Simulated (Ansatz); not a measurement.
**NaLaMnMoO6 in Ansatz: convergence with k mesh**

Crystal: NaLaMnMoO6.

```
Na La Mn Mo O
1.0
     0.00000    3.86259    3.86259
     3.86259    0.00000    3.86259
     3.86259    3.86259    0.00000
Na La Mn Mo O
1 1 1 1 6
Cartesian
  1.9313 1.9313 1.9313
  5.7939 5.7939 5.7939
  3.8626 3.8626 3.8626
  0.0000 0.0000 0.0000
  1.9574 3.8626 3.8626
  3.8626 3.8626 1.9574
  3.8626 1.9574 3.8626
  3.8626 5.7678 3.8626
  3.8626 3.8626 5.7678
  5.7678 3.8626 3.8626
```

The cell was built by a generator and needn't be a form met in nature.

| Item | Value |
| --- | --- |
| Program | Ansatz 0.2.0 |
| Task | convergence study |
| Functional | PBE |
| Potentials or basis | Ansatz PAW |
| Cutoff | 420 eV (not typed: the program's choice for these potentials) |
| k mesh | 2 × 2 × 2 |
| Occupations | fermi-dirac, width 0.05 eV |
| Spin | collinear spin, ferromagnetic start |
| Starting moments | [0.0, 0.0, 4.0, 1.0, 0.0, 0.0, 0.0, 0.0, 0.0, 0.0] μB |

These are the settings of the first run; the series varies k mesh, with any setting tied to it.

Hardware: 8 threads of Arm Neoverse V1, with other jobs on the host.

Q: The values tried are 2 × 2 × 2, 3 × 3 × 3, 4 × 4 × 4, 5 × 5 × 5, 6 × 6 × 6, 7 × 7 × 7, 8 × 8 × 8, 10 × 10 × 10, loosest first. From which on does the energy stay within 1 meV/atom of the tightest run that finished?

A: From 7 × 7 × 7 on.

```csv
k mesh,"energy less the tightest run, at zero smearing (meV/atom)",pressure (GPa),largest force (eV/Å),absolute moment (μB),SCF cycles,CPU time (s),peak memory (GiB)
2 × 2 × 2,9.18,3.70,0.451,4.02,15,7.8,0.51
3 × 3 × 3,-7.24,1.05,0.162,3.47,15,12,0.57
4 × 4 × 4,-3.66,0.46,0.064,3.28,15,21,0.61
5 × 5 × 5,0.72,0.22,0.023,3.19,16,30,0.64
6 × 6 × 6,-1.44,0.05,0.001,3.16,16,43,0.69
7 × 7 × 7,0.27,-0.07,0.006,3.10,15,54,0.71
8 × 8 × 8,-0.14,0.00,0.001,3.13,17,82,0.77
10 × 10 × 10,0.00,0.05,0.009,3.14,16,130,0.88
```

Against the tightest run, the pressure stays within 0.1 GPa from 8 × 8 × 8 on; the absolute moment stays within 0.02 μB from 8 × 8 × 8 on. Not settled before the last step: the largest force (to 0.005 eV/Å). Meshes of other sizes hit other points, so gaps and Fermi surfaces needn't settle smoothly. The tightest run that finished is the yardstick and may itself not be fully converged.

Caveat, for the tightest run too: the pressure holds a Pulay correction of +0.6 GPa for the finite cutoff; a cell with one magnetic atom can't hold antiferromagnetic order, which such compounds often take; semilocal functionals often make such compounds metallic where correlation or magnetic order opens a gap, which also shifts bond lengths; the starting moments weren't kept. The run has no spin-orbit coupling, so splittings on La are missing.
